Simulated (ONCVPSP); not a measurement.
# An ONCV potential for Co, from input to tests

Aim: build the potential from the settings below, then test how well it stands in for the atom: other configurations, scattering, ghost states and the plane-wave cutoff that it needs.

Program: ONCVPSP 4.0.1.1 (patched build). Reference atom: PBEsol, scalar-relativistic, spherical and spin-unpolarised. All values are calculated.

## Step 1: The design

Typed settings, in words:

```
element                 : cobalt (Co, Z = 27)
type                    : optimised norm-conserving Vanderbilt (ONCV)
frozen core             : [Ne]
valence charge          : 17
reference configuration : 3s2 3p6 3d7 4s2
partial waves           : 3s+4s: rc 1.10 bohr, ncon 3, nbas 6, qcut 12.9 1/bohr, 2 projectors; 3p: rc 0.80 bohr, ncon 4, nbas 7, qcut 11.8 1/bohr, 2 projectors, debl 3.3 Ha; 3d: rc 1.65 bohr, ncon 4, nbas 9, qcut 10 1/bohr, 1 projector
local potential         : polynomial inside 0.70 bohr (lpopt 4, dvloc0 -1 Ha)
core correction         : Teter function, fcfact 5.25, rcfact 1.05
```

The nodes and maxima of the atom's own shells, from an earlier all-electron run, set the scale for the radii.

All-electron outer shells of the reference configuration (PBEsol, scalar-relativistic, ld1.x):

```
shell  level (eV)  outermost node (bohr)  outermost maximum (bohr)
   2p     -769.45                      –                      0.17
   3s     -102.14                   0.31                      0.66
   3p      -65.51                   0.28                      0.68
   3d       -8.23                      –                      0.66
   4s       -5.49                   0.96                      2.32
   4p       -1.25                   1.05                      3.21
```

## Step 2: Generation

Co.dat

```
# ATOM AND REFERENCE CONFIGURATION
# atsym  z   nc   nv     iexc    psfile
  Co 27.00    3    4  -116133      upf
#
#   n    l    f
    1    0    2.00
    2    0    2.00
    2    1    6.00
    3    0    2.00
    3    1    6.00
    3    2    7.00
    4    0    2.00
#
# PSEUDOPOTENTIAL AND OPTIMIZATION
# lmax
    2
#
#   l,   rc,      ep,       ncon, nbas, qcut
    0    1.10    0.00    3    6   12.90
    1    0.80    0.00    4    7   11.80
    2    1.65    0.00    4    9   10.00
#
# LOCAL POTENTIAL
# lloc, lpopt,  rc(5),   dvloc0
    4    4    0.70   -1.00
#
# VANDERBILT-KLEINMAN-BYLANDER PROJECTORs
# l, nproj, debl
    0    2    1.00
    1    2    3.30
    2    1    2.10
#
# MODEL CORE CHARGE
# icmod, fcfact, rcfact
    3    5.25    1.05
#
# LOG DERIVATIVE ANALYSIS
# epsh1, epsh2, depsh
   -5.00    5.00    0.04
#
# OUTPUT GRID
# rlmax, drl
    6.00    0.01
#
# TEST CONFIGURATIONS
# ncnf
    4
# nvcnf
#   n    l    f
    4
    3    0    2.00
    3    1    6.00
    3    2    7.00
    4    0    1.00
#
    4
    3    0    2.00
    3    1    6.00
    3    2    7.00
    4    0    0.00
#
    4
    3    0    2.00
    3    1    6.00
    3    2    6.00
    4    0    0.00
#
    4
    3    0    2.00
    3    1    6.00
    3    2    8.00
    4    0    1.00
#
```

Launch:

```console
$ oncvpsp.x < Co.dat > Co.out
```

Before running it: what results should come out? Wanted: cutoffs for 1 and 0.1 mHa per electron, occupied waves; bound ghosts; GHOST(+) flags; largest test error; largest phase difference near zero energy, channels read; rms error of d²Exc/dn², without and with the model core.

**Answer**, as computed:

```
                                                quantity                         value
  cutoffs for 1 and 0.1 mHa per electron, occupied waves              63 Ha and 183 Ha
                                            bound ghosts                    none found
                                          GHOST(+) flags            none at low energy
                            largest test error (AE − PS)  +16 meV, for 3s2 3p6 3d8 4s1
largest phase difference near zero energy, channels read                     0.014 rad
 rms error of d²Exc/dn², without and with the model core             1.74 and 1.03 mHa
```

By total energies transferability is good: the largest error is 16 meV on 1.2 eV, for 3s2 3p6 3d8 4s1. It counts as hard, with 63 Ha needed at the looser tolerance. The tighter tolerance needs 183 Ha, and converged work needs a cutoff nearer that. The 3p wave sets it; 3s needs 53 Ha. No bound ghost shows below the valence levels. Near zero energy the phases of the channels with partial waves agree within 0.014 rad. These are tests on the free atom; a crystal test is still owed.
